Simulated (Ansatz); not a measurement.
# CsLiCr2Te2S3 in Ansatz: the effect of functional

Crystal: CsLiCr2Te2S3.

```
Cs Li Cr Te S
1.0
     3.67471   -0.00018   -0.00146
     0.00068    6.25849    0.00267
     0.09970    0.01509   18.87835
Cs Li Cr Te S
2 2 4 4 6
Direct
  0.00702 0.99658 0.60964
  0.50622 0.49563 0.63737
  0.49757 0.83290 0.98554
  0.99760 0.33501 0.98513
  0.99390 0.00068 0.13453
  0.49393 0.50024 0.13461
  0.00147 0.66940 0.83098
  0.50140 0.16737 0.83340
  0.01027 0.59621 0.46271
  0.51068 0.22697 0.45459
  0.49158 0.83669 0.22777
  0.99165 0.33648 0.22784
  0.99971 0.99979 0.90043
  0.49974 0.50461 0.89926
  0.99553 0.66614 0.07188
  0.49551 0.16656 0.07160
  0.50316 0.84068 0.76492
  0.00305 0.32804 0.76778
```

The cell was built by a generator and needn't be a form met in nature.

Alike in all runs:

```yaml
Program: Ansatz 0.2.0
Task: band structure
Potentials_or_basis: Ansatz PAW
k_mesh: 7 × 5 × 2
Occupations: fermi-dirac, width 0.05 eV
Spin: collinear spin, ferromagnetic start
Starting_moments: "[0.0, 0.0, 0.0, 0.0, 3.0, 3.0, 3.0, 3.0, 0.0, 0.0, 0.0, 0.0, 0.0, 0.0, 0.0, 0.0, 0.0, 0.0] μB"
```

```csv
functional,cutoff,pressure (GPa),moment (μB),largest force (eV/Å)
revPBE,420 eV (not typed: the program's choice for these potentials),1.6,11.48,0.11
r2SCAN,500 eV (not typed: the program's choice for these potentials),0.1,11.70,0.27
LDA,420 eV (not typed: the program's choice for these potentials),?,?,?
```

Question: What does the run with functional LDA give?

Answer: Pressure -4.8 GPa; moment 11.34 μB; largest force 0.59 eV/Å.

Caveats: only a ferromagnetic start was run, and an antiferromagnetic order may lie lower in energy; the PAW data sets come from PBE, with cores solved anew for the run's functional, which leaves a small shift of forces and pressure; the magnetic or orbital state may not be the lowest (some runs).
